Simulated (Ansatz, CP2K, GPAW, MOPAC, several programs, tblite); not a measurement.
# TiO2 (anatase) from semi-empirical methods to plane-wave DFT

TiO2 in the anatase structure, relaxed with r2SCAN in Ansatz, was computed with several methods. It is tetragonal, I4_1/amd (No. 141); conventional cell a = 3.778 Å, c = 9.583 Å, 11.40 Å³ an atom. Ti has 6 O at 1.93–1.99 Å and 4 Ti at 3.05 Å; O has 3 Ti at 1.93–1.99 Å. Calculated for a static, non-magnetic cell.

Space group I4_1/amd:1 (No. 141). a = 3.778 Å, b = 3.778 Å, c = 9.583 Å, α = 90.00°, β = 90.00°, γ = 90.00°
```
atom  site  symmetry       x       y       z
  Ti    4a      -4m2  0.0000  0.5000  0.2500
   O    8e      2mm.  0.0000  0.5000  0.0427
```

Gaps and times are for a single point on this cell; volume and bulk modulus come from each method's own relaxation or energy curve at fixed shape, which is too stiff where a cell has free coordinates or axes. Times are rough, from shared hosts (Arm Neoverse V1), and each method has its own mesh and cell size. A double dagger marks a value from a curve with shape and coordinates held. A star marks a curve whose lowest point is an end point. PM6 (MOPAC), PM7 (MOPAC), GFN1-xTB (tblite), GFN2-xTB (tblite) treat a cluster of cells at its zone centre, which samples few k points: where these miss a band edge, the gap comes out too large for that reason alone. Gaps from k meshes are read at a limited set of points (mesh, symmetry points, PBE's band edges), so each method's own least gap may be somewhat smaller. xTB and the PM methods were fitted mostly to molecules, and can miss a solid's gap by electronvolts. Minimal bases can be far off for gaps. GLLB-SC's gap includes the derivative discontinuity. d marks a direct gap, i an indirect one (no mark: not told apart), a dash a value that wasn't computed or didn't pass its checks.

| method | kind | gap (eV) | own volume (Å³/atom) | bulk modulus (GPa) | atoms computed | processor time |
| --- | --- | --- | --- | --- | --- | --- |
| light PBE (260 eV and a coarse mesh) | light plane-wave | 2.25 i | – | – | 6 | 1.8 s |
| GFN1-xTB (tblite) | tight binding | 1.70 | 10.72‡ | 131‡ | 108 | 7.8 s |
| GFN2-xTB (tblite) | tight binding | 1.07 | 10.25*‡ | 120*‡ | 108 | 14 s |
| PBE | semilocal | 2.15 i | 11.67 | 206‡ | 6 | 15 s |
| PM7 (MOPAC) | semi-empirical | 8.07 | – | – | 108 | 27 s |
| PBE/SZV (CP2K) | small basis | 1.41 i | 11.72‡ | 213‡ | 6 | 28 s |
| r2SCAN | semilocal | 2.53 i | 11.40 | 227‡ | 6 | 40 s |
| PM6 (MOPAC) | semi-empirical | 9.96 | – | – | 108 | 41 s |
| PBE/DZVP (CP2K) | small basis | 2.05 i | 11.66‡ | 209‡ | 6 | 69 s |
| GLLB-SC (GPAW) | model potential | 4.33 | – | – | 6 | 110 s |

Against r2SCAN (2.53 eV) and with closed or daggered gaps left aside, the nearest gap at the points sampled is that of light PBE (260 eV and a coarse mesh) (-0.28 eV) and the farthest that of PM6 (MOPAC) (+7.43 eV). r2SCAN is only a yardstick of convenience: semilocal gaps usually lie below measured ones, which GLLB-SC and hybrids aim to mend.

Volumes against r2SCAN's: PBE +2.4 %.
